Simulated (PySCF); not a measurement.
# C8H7Cl: the cost of one run

Programs: PySCF 2.14.0, with routines of our own; each step states its level. All values are computed. Atoms count from 0.

### Step 1. The starting structure

16 atoms, charge 0, multiplicity 1; geometry from: GFN2-xTB.

### Step 2. Relaxing the molecule at PBE0-D3(BJ)/def2-SVP

The job: settings as JSON, then the geometry in Å.

```
{"job": {"xc": "PBE0", "basis": "def2-SVP", "d3": "d3bj", "grid": 2, "kind": "geom"}, "charge": 0, "multiplicity": 1}
Cl     2.986998     0.235108     1.403333
C      1.605166    -0.035880     0.371747
C      1.119029    -1.262498     0.233450
C     -0.002005    -1.610884    -0.642556
C     -1.222876    -1.092417    -0.577189
C     -1.681275    -0.081782     0.378924
C     -1.174087     1.135143     0.540482
C     -0.056594     1.703108    -0.215356
C      1.162057     1.184343    -0.308623
H      1.591232    -2.091572     0.744793
H      0.203876    -2.413372    -1.341087
H     -1.998415    -1.480533    -1.227692
H     -2.563755    -0.366018     0.941001
H     -1.649411     1.823529     1.229731
H     -0.267227     2.652726    -0.693972
H      1.939689     1.709943    -0.848395
```

Command:

```
$ OMP_NUM_THREADS=1 python excited_run.py task.json out
```

This one command runs all jobs of the session in turn.

Q: Estimate the wall time and peak memory of this first job on 1 thread of Arm Neoverse V1, shared host.

About 65 s, with a peak of 0.79 GiB.
